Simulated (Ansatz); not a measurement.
Input of an Ansatz 0.2.0 run:

Contents of input.yaml:

```yaml
crystal:
  lattice:
    - [-2.025333, 2.025333, 4.0566]
    - [2.025333, -2.025333, 4.0566]
    - [2.025333, 2.025333, -4.0566]
  atoms:
    - { symbol: Au, position: [0.007078, -0.004826, 0.002141] }
    - { symbol: Al, position: [0.508998, 0.507599, -0.000251] }
    - { symbol: Al, position: [0.252612, 0.759888, 0.494387] }
    - { symbol: Al, position: [0.738292, 0.241932, 0.48663] }
hamiltonian:
  xc: pbe
  pseudopotentials: { kind: paw }
kpoints:
  mp_grid: { grid: [9, 9, 9] }
scf:
  occupations: { method: fermi_dirac, width: 0.05 }
output:
  forces: true
  stress: true
  eigenvalues: true
```

Potentials or basis: Ansatz PAW.

Run with:

```sh
$ ansatz run input.yaml --threads 2 --pin off --max-ram 5120MiB --backend cpu --events-out ev --progress --plain --runs-dir out
```

Task: Predict the pressure.

Result: 0.6 GPa.

Task: Predict the largest force.

Result: 0.283 eV/Å.

Task: Predict the band gap on the k mesh.

Result: None (metal or under the smearing width).

Forces on the atoms (eV/Å):
```
Au   0.024 -0.066  0.059
Al  -0.049 -0.003 -0.229
Al  -0.062  0.018 -0.094
Al   0.088  0.051  0.264
```

The run has no spin-orbit coupling, so splittings on Au are missing.
